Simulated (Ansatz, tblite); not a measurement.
**The cluster Al₆N₆: isomers from a random search**

Aim: relax the candidate shapes of the cluster Al₆N₆ that a cheap search turned up, and see how the levels of theory order them.

Program: Ansatz 0.2.0, Gaussian basis. Level of theory: relaxed with PBE-D4/def2-SVP, singlet. These are calculated values, not measurements.

2 further runs of the same task are left out: 2 set aside as unsound or not needed. Runs told in other sessions of the task aren't counted.

### Step 1. Where the work starts

12 atoms, charge 0, spin multiplicity 1.

Atoms are counted from 1 here; the program's logs count them from 0.

Bond lengths: Al1–N8 1.776 Å, Al1–N9 1.798 Å, Al1–N11 1.809 Å, Al2–N7 1.989 Å, Al2–N10 1.812 Å, Al2–N12 1.837 Å, Al3–N7 1.814 Å, Al3–N8 1.868 Å, Al3–N10 1.979 Å, Al4–N7 1.830 Å, Al4–N9 1.817 Å, Al4–N12 1.937 Å, Al5–Al6 2.621 Å, Al5–N11 1.813 Å, Al5–N12 1.806 Å, Al6–N8 1.946 Å, Al6–N10 1.821 Å, N9–N11 1.598 Å. Angles: N8–Al1–N9 140.3°, N8–Al1–N11 134.4°, N9–Al1–N11 52.6°, N7–Al2–N10 96.8°, N7–Al2–N12 95.5°, N10–Al2–N12 125.8°, N7–Al3–N8 133.4°, N7–Al3–N10 97.1°, N8–Al3–N10 93.2°, N7–Al4–N9 127.0°, N7–Al4–N12 97.5°, N9–Al4–N12 111.1°, Al6–Al5–N11 99.3°, Al6–Al5–N12 99.2°, N11–Al5–N12 115.0°, Al5–Al6–N8 98.7°, Al5–Al6–N10 100.6°, N8–Al6–N10 95.8° and more.

A search from random starts with GFN2-xTB found 15 distinct shapes; 2 go on here. The structure above is candidate A, which lies 0.00 eV above the lowest at that level; B lies 1.41 eV above the lowest at that level.

### Step 2. Relaxing candidate A

in.yaml

```yaml
crystal:
  periodic: [false, false, false]
  atoms:
    - {symbol: Al, position_ang: [-0.931190, 1.367480, -1.003660]}
    - {symbol: Al, position_ang: [1.079320, -1.226280, 1.215220]}
    - {symbol: Al, position_ang: [0.706310, 1.230230, 1.264910]}
    - {symbol: Al, position_ang: [1.327290, -0.302710, -1.115640]}
    - {symbol: Al, position_ang: [-1.125670, -1.409640, -0.723460]}
    - {symbol: Al, position_ang: [-1.531630, 0.028660, 1.429300]}
    - {symbol: N, position_ang: [2.048300, 0.329130, 0.442690]}
    - {symbol: N, position_ang: [-1.000620, 1.764090, 0.726380]}
    - {symbol: N, position_ang: [0.139600, 0.549680, -2.194460]}
    - {symbol: N, position_ang: [0.015710, -0.281920, 2.338100]}
    - {symbol: N, position_ang: [-1.298850, -0.112360, -1.977880]}
    - {symbol: N, position_ang: [0.571420, -1.936380, -0.401480]}
basis:
  gaussian: {orbitals: def2-SVP}
hamiltonian: {xc: pbe, dispersion: d4}
scf: {lower_state_search: "off"}
output: {orbitals: {seedname: orbitals}}
relax: {f_tol: 0.03, max_steps: 70}
```

Started as:

```sh
$ ansatz run in.yaml --threads 4 --pin off --events-out ev --progress --plain --max-ram 6963MiB
```

Standard output, shortened:

```text
Functional definition: PBE
  name "PBE"
  cite "Perdew, Burke & Ernzerhof, Phys. Rev. Lett. 77, 3865 (1996) doi:10.1103/PhysRevLett.77.3865"
  parent pbe
[...]
2190 factors; their error is unknown
[...]
mean field -48474.34993383 eV, -1781.3995029736 hartree, gradient 8.2e-6 eV, S^2 0.000000; 0 other end points of the search recorded, 0 dependent functions left out
[...]
reference -48474.34998267 eV, -1781.3995047685 hartree; 60, 60 occupied and 132, 132 virtual orbitals, 2190 factors
relax step   1: F+E_penalty+E_count = -48475.26939804 eV  Δ(F+E_penalty+E_count) = +0.000e0 eV  max|allowed force component| = 1.215e0 eV/Å  Δτ_max = 0.0000 Å  (32 SCF iters, accepted)
[...]
relax step   5: F+E_penalty+E_count = -48475.51094686 eV  Δ(F+E_penalty+E_count) = -6.007e-4 eV  max|allowed force component| = 3.027e-2 eV/Å  Δτ_max = 0.0095 Å  (25 SCF iters, accepted)
[...]
relax step   6: F+E_penalty+E_count = -48475.51105322 eV  Δ(F+E_penalty+E_count) = -1.064e-4 eV  max|allowed force component| = 7.390e-3 eV/Å  Δτ_max = 0.0030 Å  (27 SCF iters, accepted)
Total energy: -48475.51110174 eV, -1781.4421751073 hartree
Atom 0 at    -0.975222     1.371852    -1.050740 Å, force     0.007390    -0.003439    -0.004810 eV/Å
Atom 1 at     1.091442    -1.198414     1.215338 Å, force     0.002040     0.000501    -0.000698 eV/Å
Atom 2 at     0.716368     1.224709     1.367799 Å, force    -0.000435    -0.001345    -0.002507 eV/Å
Atom 3 at     1.337414    -0.315398    -1.130240 Å, force    -0.000498     0.004885     0.001260 eV/Å
Atom 4 at    -1.167645    -1.429782    -0.726126 Å, force    -0.000237    -0.006269     0.002791 eV/Å
Atom 5 at    -1.537937     0.028551     1.488705 Å, force     0.003604    -0.000415     0.000853 eV/Å
Atom 6 at     2.037761     0.296009     0.464391 Å, force    -0.002813    -0.003049     0.000370 eV/Å
Atom 7 at    -0.977883     1.717898     0.713695 Å, force    -0.002749     0.000210     0.000042 eV/Å
Atom 8 at     0.165128     0.580421    -2.275474 Å, force     0.000895     0.002569    -0.000952 eV/Å
Atom 9 at     0.053948    -0.247049     2.406809 Å, force    -0.002244     0.000153     0.000230 eV/Å
Atom 10 at    -1.315806    -0.119750    -2.061974 Å, force    -0.002383     0.003453     0.003328 eV/Å
Atom 11 at     0.572423    -1.909067    -0.412163 Å, force    -0.002570     0.002745     0.000093 eV/Å
Dipole moment:    -0.087796     0.088820     0.238235 e Å
Checks for a lower state left out: stability, starts, cluster_reference, orbital_swaps, neighbouring_geometries, increment
```

Run time: 20 s. Hardware: 4 threads of Arm Neoverse V2, shared host.

Relaxation path:

| step | energy from step 1 (eV) | largest force component (eV/Å) |
| --- | --- | --- |
| 1 | 0.0000 | 1.2149 |
| 2 | -0.1638 | 0.7041 |
| 3 | -0.2387 | 0.0974 |
| 4 | -0.2409 | 0.0606 |
| 5 | -0.2415 | 0.0303 |
| 6 | -0.2417 | 0.0074 |

Distances of close pairs at the start and the end, largest changes first:

```csv
bond,before (Å),after (Å),change (Å)
Al2–N7,1.989,1.922,-0.067
Al5–N11,1.813,1.877,+0.064
Al3–N10,1.979,1.919,-0.059
Al5–Al6,2.621,2.678,+0.057
N9–N11,1.598,1.652,+0.054
Al1–N9,1.798,1.851,+0.053
Al4–Al5,2.720,2.771,+0.052
Al4–N9,1.817,1.868,+0.051
```

### Step 3. Relaxing candidate B

in.yaml

```yaml
crystal:
  periodic: [false, false, false]
  atoms:
    - {symbol: Al, position_ang: [-1.521170, -0.403200, -1.980240]}
    - {symbol: Al, position_ang: [1.487670, 0.226160, 0.220750]}
    - {symbol: Al, position_ang: [-0.944780, 1.319010, 0.323190]}
    - {symbol: Al, position_ang: [-0.197250, 0.620670, 2.723770]}
    - {symbol: Al, position_ang: [0.560520, 1.144260, -2.188240]}
    - {symbol: Al, position_ang: [-0.605440, -1.327750, 0.429940]}
    - {symbol: N, position_ang: [0.648750, 1.755550, -0.474580]}
    - {symbol: N, position_ang: [-1.910240, -0.144070, -0.219130]}
    - {symbol: N, position_ang: [1.267540, -0.189560, 1.971000]}
    - {symbol: N, position_ang: [0.076080, -1.082270, 2.091030]}
    - {symbol: N, position_ang: [0.337930, -0.729280, -2.067080]}
    - {symbol: N, position_ang: [0.800410, -1.189530, -0.830420]}
basis:
  gaussian: {orbitals: def2-SVP}
hamiltonian: {xc: pbe, dispersion: d4}
scf: {lower_state_search: "off"}
output: {orbitals: {seedname: orbitals}}
relax: {f_tol: 0.03, max_steps: 70}
```

Same command.

Standard output, shortened:

```text
Functional definition: PBE
  name "PBE"
  cite "Perdew, Burke & Ernzerhof, Phys. Rev. Lett. 77, 3865 (1996) doi:10.1103/PhysRevLett.77.3865"
  parent pbe
[...]
2190 factors; their error is unknown
[...]
mean field -48470.71904484 eV, -1781.2660702645 hartree, gradient 1.8e-6 eV, S^2 0.000000; 0 other end points of the search recorded, 0 dependent functions left out
[...]
reference -48470.71909106 eV, -1781.2660719630 hartree; 60, 60 occupied and 132, 132 virtual orbitals, 2190 factors
relax step   1: F+E_penalty+E_count = -48471.61566759 eV  Δ(F+E_penalty+E_count) = +0.000e0 eV  max|allowed force component| = 1.573e0 eV/Å  Δτ_max = 0.0000 Å  (59 SCF iters, accepted)
[...]
relax step   3: F+E_penalty+E_count = -48472.08560673 eV  Δ(F+E_penalty+E_count) = -1.461e-1 eV  max|allowed force component| = 6.421e-1 eV/Å  Δτ_max = 0.0752 Å  (33 SCF iters, accepted)
[...]
Atom 4 at     0.487471     1.214594    -2.299591 Å, force    -0.002671    -0.011713     0.009569 eV/Å
Atom 5 at    -0.650929    -1.332053     0.514164 Å, force     0.003334     0.004176     0.001611 eV/Å
Atom 6 at     0.752588     1.784561    -0.529833 Å, force    -0.003854    -0.001777    -0.006049 eV/Å
Atom 7 at    -1.975329    -0.240687    -0.259378 Å, force    -0.000394     0.002627    -0.009493 eV/Å
Atom 8 at     1.372403    -0.280390     2.091173 Å, force     0.001157    -0.007973    -0.006354 eV/Å
Atom 9 at     0.146292    -1.193683     2.213246 Å, force     0.005207    -0.001197    -0.007811 eV/Å
Atom 10 at     0.326055    -0.704298    -1.995116 Å, force    -0.010795     0.012920    -0.016405 eV/Å
Atom 11 at     0.742290    -1.098546    -0.744696 Å, force     0.000653     0.000366     0.021792 eV/Å
Dipole moment:    -0.185366     0.258505     0.053650 e Å
Checks for a lower state left out: stability, starts, cluster_reference, orbital_swaps, neighbouring_geometries, increment
```

It took 33 s on 4 threads of Arm Neoverse V2, shared host.

Along the way:

| step | energy from step 1 (eV) | largest force component (eV/Å) |
| --- | --- | --- |
| 1 | 0.0000 | 1.5730 |
| 2 | -0.3238 | 0.9379 |
| 3 | -0.4699 | 0.6421 |
| 4 | -0.4704 | 0.4310 |
| 5 | -0.5039 | 0.3194 |
| 6 | -0.5052 | 0.1730 |
| 7 | -0.5091 | 0.0840 |
| 8 | -0.5089 | 0.0748 |
| 9 | -0.5100 | 0.0218 |

Close pairs (by a distance rule), those that changed most:

```
   bond  before (Å)  after (Å)  change (Å)
Al2–Al6       2.615      2.706      +0.091
Al6–N10       1.812      1.882      +0.070
 Al2–N9       1.812      1.881      +0.069
 Al4–N9       1.835      1.903      +0.067
Al4–N10       1.837      1.903      +0.066
Al1–N11       1.889      1.950      +0.060
 Al3–N7       1.835      1.894      +0.060
 Al3–N8       1.835      1.894      +0.059
```

### Step 4. The relaxed candidates

| candidate | point group | bonds (count, mean Å) | energy above the lowest (kJ/mol) |
| --- | --- | --- | --- |
| A | C1 | Al–N 16, 1.87; N–N 1, 1.65; Al–Al 1, 2.68 | 0.0 |
| B | Cs | Al–N 14, 1.90; N–N 2, 1.45; Al–Al 1, 2.59 | 326.6 |

### Step 5. Candidate B, GFN1-xTB

Tight binding, by tblite at 300 K electronic temperature and without a spin-polarisation term:

```python
tblite.interface.Calculator('GFN1-xTB', numbers, positions, charge=0, uhf=0).singlepoint()
```

Energy -728.2277 eV, HOMO -8.22 eV, LUMO -7.97 eV; 0.019 s.

### Step 6. Candidate B, GFN2-xTB

Tight binding, by tblite at 300 K electronic temperature and without a spin-polarisation term:

```python
tblite.interface.Calculator('GFN2-xTB', numbers, positions, charge=0, uhf=0).singlepoint()
```

Energy -651.6539 eV, HOMO -8.69 eV, LUMO -8.22 eV; 0.025 s.

### Step 7. Candidate B, PBE0-D4/def2-TZVP

start.molden holds the orbitals of an earlier run on this state, given as this run's starting guess.

in.yaml

```yaml
crystal:
  periodic: [false, false, false]
  atoms:
    - {symbol: Al, position_ang: [-1.583326, -0.322452, -2.094447]}
    - {symbol: Al, position_ang: [1.514933, 0.276636, 0.299821]}
    - {symbol: Al, position_ang: [-0.917944, 1.263664, 0.196015]}
    - {symbol: Al, position_ang: [-0.214485, 0.632645, 2.608632]}
    - {symbol: Al, position_ang: [0.487471, 1.214594, -2.299591]}
    - {symbol: Al, position_ang: [-0.650929, -1.332053, 0.514164]}
    - {symbol: N, position_ang: [0.752588, 1.784561, -0.529833]}
    - {symbol: N, position_ang: [-1.975329, -0.240687, -0.259378]}
    - {symbol: N, position_ang: [1.372403, -0.280390, 2.091173]}
    - {symbol: N, position_ang: [0.146292, -1.193683, 2.213246]}
    - {symbol: N, position_ang: [0.326055, -0.704298, -1.995116]}
    - {symbol: N, position_ang: [0.742290, -1.098546, -0.744696]}
basis:
  gaussian: {orbitals: def2-TZVP, initial_orbitals: start.molden}
hamiltonian: {xc: pbe0, dispersion: d4}
scf: {omitted_lower_state_checks: [starts]}
output: {orbitals: {seedname: orbitals}}
```

Launched as before.

Standard output:

```text
Functional definition: PBE0
  name "PBE0"
  cite "Adamo & Barone, J. Chem. Phys. 110, 6158 (1999) doi:10.1063/1.478522"
  cite "Perdew, Burke & Ernzerhof, Phys. Rev. Lett. 77, 3865 (1996) doi:10.1103/PhysRevLett.77.3865"
  parent pbe
  parameter a = 0.25
  parameter kappa = 0.804
  parameter beta = 0.06672455060314922
  exchange = (1 - a)*pbe_x(kappa = kappa, mu = beta*pi^2/3) + a*exact_x
  correlation = pbe_c(beta = beta)
these checks for a lower state are left out or cut short: starts
2604 factors; their error is unknown
mean field evaluation 1: about -48489.7052 eV, gradient 2.1e2 eV
mean field evaluation 2: about -48497.4296 eV, gradient 8.4e0 eV
mean field evaluation 4: about -48497.7473 eV, gradient 4.0e-2 eV
mean field evaluation 8: about -48497.8352 eV, gradient 2.1e-5 eV
mean field -48497.83517024 eV, -1782.2625694928 hartree, gradient 2.1e-5 eV, S^2 0.000000; 0 other end points of the search recorded, 0 dependent functions left out
reference -48497.83520683 eV, -1782.2625708378 hartree; 60, 60 occupied and 348, 348 virtual orbitals, 2604 factors
Total energy: -48498.59092409 eV, -1782.2903429348 hartree
Checks for a lower state left out: starts
```

It took 29 s on 4 threads of Arm Neoverse V2, shared host; peak memory 2.4 GiB.

From the report: HOMO -5.24 eV, LUMO -3.31 eV.

### Step 8. Candidate B, PBE-D4/def2-TZVP

Changes to in.yaml since step 7:

```diff
@@ -17,4 +17,4 @@
   gaussian: {orbitals: def2-TZVP, initial_orbitals: start.molden}
-hamiltonian: {xc: pbe0, dispersion: d4}
+hamiltonian: {xc: pbe, dispersion: d4}
 scf: {omitted_lower_state_checks: [starts]}
-output: {orbitals: {seedname: orbitals}}
+output: {forces: true, orbitals: {seedname: orbitals}}
```

The command is unchanged.

Standard output, shortened:

```text
Functional definition: PBE
  name "PBE"
  cite "Perdew, Burke & Ernzerhof, Phys. Rev. Lett. 77, 3865 (1996) doi:10.1103/PhysRevLett.77.3865"
  parent pbe
[...]
2484 factors; their error is unknown
[...]
mean field -48495.90135729 eV, -1782.1915031777 hartree, gradient 2.1e-5 eV, S^2 0.000000; 0 other end points of the search recorded, 0 dependent functions left out
[...]
reference -48495.90140555 eV, -1782.1915049514 hartree; 60, 60 occupied and 348, 348 virtual orbitals, 2484 factors
Total energy: -48496.77976194 eV, -1782.2237839534 hartree
Atom 0 at    -1.583326    -0.322452    -2.094447 Å, force     0.115988    -0.085730     0.283324 eV/Å
Atom 1 at     1.514933     0.276636     0.299821 Å, force    -0.244648    -0.019935    -0.073204 eV/Å
Atom 2 at    -0.917944     1.263664     0.196015 Å, force     0.058499    -0.101370    -0.163435 eV/Å
Atom 3 at    -0.214485     0.632645     2.608632 Å, force     0.165961    -0.225514    -0.016284 eV/Å
Atom 4 at     0.487471     1.214594    -2.299591 Å, force     0.083549    -0.109450     0.287241 eV/Å
Atom 5 at    -0.650929    -1.332053     0.514164 Å, force     0.080356     0.222258    -0.105484 eV/Å
Atom 6 at     0.752588     1.784561    -0.529833 Å, force    -0.083249    -0.097491    -0.056437 eV/Å
Atom 7 at    -1.975329    -0.240687    -0.259378 Å, force     0.106567     0.045444    -0.078091 eV/Å
Atom 8 at     1.372403    -0.280390     2.091173 Å, force     0.043950     0.180484    -0.071661 eV/Å
Atom 9 at     0.146292    -1.193683     2.213246 Å, force    -0.194057     0.007168    -0.049514 eV/Å
Atom 10 at     0.326055    -0.704298    -1.995116 Å, force    -0.146095     0.166781    -0.232134 eV/Å
Atom 11 at     0.742290    -1.098546    -0.744696 Å, force     0.013179     0.017355     0.275679 eV/Å
Dipole moment:    -0.201146     0.274216     0.010814 e Å
Checks for a lower state left out: starts
```

Wall time 13 s (4 threads of Arm Neoverse V2, shared host); peak memory 1.2 GiB.

From the report: HOMO -4.55 eV, LUMO -3.95 eV.

### Step 9. Candidate B, r2SCAN-D4/def2-TZVP

Changes to in.yaml since step 8:

```diff
@@ -17,4 +17,4 @@
   gaussian: {orbitals: def2-TZVP, initial_orbitals: start.molden}
-hamiltonian: {xc: pbe, dispersion: d4}
+hamiltonian: {xc: r2scan, dispersion: d4}
 scf: {omitted_lower_state_checks: [starts]}
-output: {forces: true, orbitals: {seedname: orbitals}}
+output: {orbitals: {seedname: orbitals}}
```

Launched as before.

Standard output:

```text
Functional definition: r2SCAN
  name "r2SCAN"
  cite "Furness, Kaplan, Ning, Perdew & Sun, J. Phys. Chem. Lett. 11, 8208 (2020) doi:10.1021/acs.jpclett.0c02405"
  cite "Furness, Kaplan, Ning, Perdew & Sun, J. Phys. Chem. Lett. 11, 9248 (2020) doi:10.1021/acs.jpclett.0c03077"
  parent r2scan
  parameter k0 = 0.174
  parameter k1 = 0.065
  parameter a1 = 4.9479
  exchange = r2scan_x(k0 = k0, k1 = k1, a1 = a1)
  correlation = r2scan_c
these checks for a lower state are left out or cut short: starts
2484 factors; their error is unknown
mean field evaluation 1: about -48518.3506 eV, gradient 1.1e1 eV
mean field evaluation 2: about -48518.5058 eV, gradient 3.5e-1 eV
mean field evaluation 4: about -48518.4977 eV, gradient 3.4e-1 eV
mean field evaluation 8: about -48518.4979 eV, gradient 1.5e-5 eV
mean field -48518.49789202 eV, -1783.0219105126 hartree, gradient 1.5e-5 eV, S^2 0.000000; 0 other end points of the search recorded, 0 dependent functions left out
reference -48518.49790673 eV, -1783.0219110533 hartree; 60, 60 occupied and 348, 348 virtual orbitals, 2484 factors
Total energy: -48518.69276102 eV, -1783.0290718162 hartree
Checks for a lower state left out: starts
```

Wall time 25 s (4 threads of Arm Neoverse V2, shared host); peak memory 1.3 GiB.

From the report: HOMO -4.64 eV, LUMO -3.82 eV.

### Step 10. B against A

The energies of A at these levels come from its own runs, whose logs aren't repeated here.

```csv
level,B above A (kJ/mol),time
GFN1-xTB,-144.7,0.036 s
GFN2-xTB,+159.5,0.048 s
PBE-D4/def2-TZVP,+347.2,25 s
r2SCAN-D4/def2-TZVP,+401.6,56 s
PBE0-D4/def2-TZVP,+406.9,59 s
```

Times add the two runs; a level without a time comes out of a correlated run.

### Step 11. Summary of results

| quantity | value |
| --- | --- |
| B above A, range of the levels free of doubt, tight binding aside | +347.2 to +406.9 kJ/mol |
| levels that put B lower | GFN1-xTB |

In words: The levels disagree on B and A: 1 of 5 put B lower. A random search of this size may have missed the true lowest shape. Only singlets are compared; another spin may lie lower and prefer another shape.
